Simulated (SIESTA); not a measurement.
Runs of SIESTA 5.4.2 on Hf. The cell holds a slab with vacuum, 5 atoms: a = 3.197 Å, b = 3.197 Å, c = 25.116 Å, α = 90.00°, β = 90.00°, γ = 120.00°. The slab is cut from a database's or a generator's crystal, which needn't be the stable form of the element.

| level | gap on the mesh (eV) | largest force (eV/Å) | work function (eV) |
| --- | --- | --- | --- |
| optB88-vdW | none | (a) | 4.14 |
| vdW-DF-C09 | none | 0.85 | 4.15 |
| vdW-DF | none | 0.77 | (b) |
| vdW-DF-cx | none | 0.80 | 4.14 |
| vdW-DF2 | none | 0.80 | 4.12 |

Alike in all rows: task single point; potentials or basis PseudoDojo 0.4 standard (PBE files), DZP (energy shift 0.003 Ry; two zetas on semicore shells); no spin polarisation; cell as given; k mesh 10 × 10 × 1; smearing fermi-dirac 0.05 eV; grid cutoff 800 Ry; energy shift 0.003 Ry.

Problem. Fill in the values left out.

Solution. (a) 0.79; (b) 4.08.

Caveats: the potentials were made for another functional, which shifts forces and pressure; the basis of atomic orbitals isn't converged, which shifts pressures, moduli and gaps.

A k mesh can miss the band edges, and the runs leave out spin-orbit coupling on Hf.

A gap of «none» marks a metal or a gap under the smearing width.

Runs at the PBE level aren't shown here.
